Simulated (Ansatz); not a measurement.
Run this with Ansatz's Python interface and show what comes out.

`hse_x2c.py`
```python
'''Scalar relativity in HSe.'''

import logging
import sys

import ansatz as az
from ase import Atoms
import numpy as np

logging.basicConfig(stream=sys.stdout, format='%(name)s: %(message)s')
log = logging.getLogger('run')
log.setLevel(logging.INFO)


def main() -> None:
    atoms = Atoms(['Se', 'H'], positions=[
        (-0.61372, 0.2217, -0.31037),
        (0.61372, -0.2217, 0.31037),
    ])
    molecule = az.Crystal.molecule_from_ase(atoms)

    job = (
        molecule.calculation()
        .functional('pbe0')
        .spin('collinear', total=1)
        .forces()
    )
    # a set contracted for a scalar-relativistic Hamiltonian goes with the relativistic run
    sets = {'none': 'cc-pVTZ', 'scalar': 'cc-pVTZ-DK'}
    found = {kind: job.basis(gaussian=basis).pseudopotentials(relativity=kind).run().report for kind, basis in sets.items()}
    for kind, each in found.items():
        dipole = 4.803205 * np.linalg.norm(each['charge_distribution']['dipole_moment_e_ang'])
        log.info(f'{kind:7s} E = {each["free_energy_ev"]:.4f} eV  dipole {dipole:.3f} D  largest force component {np.abs(each["forces_ev_ang"]).max():.4f} eV/A')
    log.info(f'relativity lowers the total energy by {found["none"]["free_energy_ev"] - found["scalar"]["free_energy_ev"]:.3f} eV')


if __name__ == '__main__':
    main()
```

`python hse_x2c.py` gives:
```text
run: none    E = -65358.2956 eV  dipole 0.624 D  largest force component 0.5169 eV/A
run: scalar  E = -66128.3912 eV  dipole 0.563 D  largest force component 0.4678 eV/A
run: relativity lowers the total energy by 770.096 eV
```

The total moves by -770.1 eV, nearly all in the cores, and the dipole from 0.62 to 0.56 D.

Notes:
- These settings explore the input space; basis and method may be short of convergence.
- The geometry is a force-field or estimated start, not a minimum of this method. The basis set changes with the Hamiltonian (a set recontracted for scalar relativity), and most of the change in the total lies in the cores.
- The run takes the species as open-shell (spin multiplicity 2), which needn't be its ground state.
- Run time: 5.5 s on 1 thread of Arm Neoverse N1, on a shared host, peak memory 0.18 GiB.
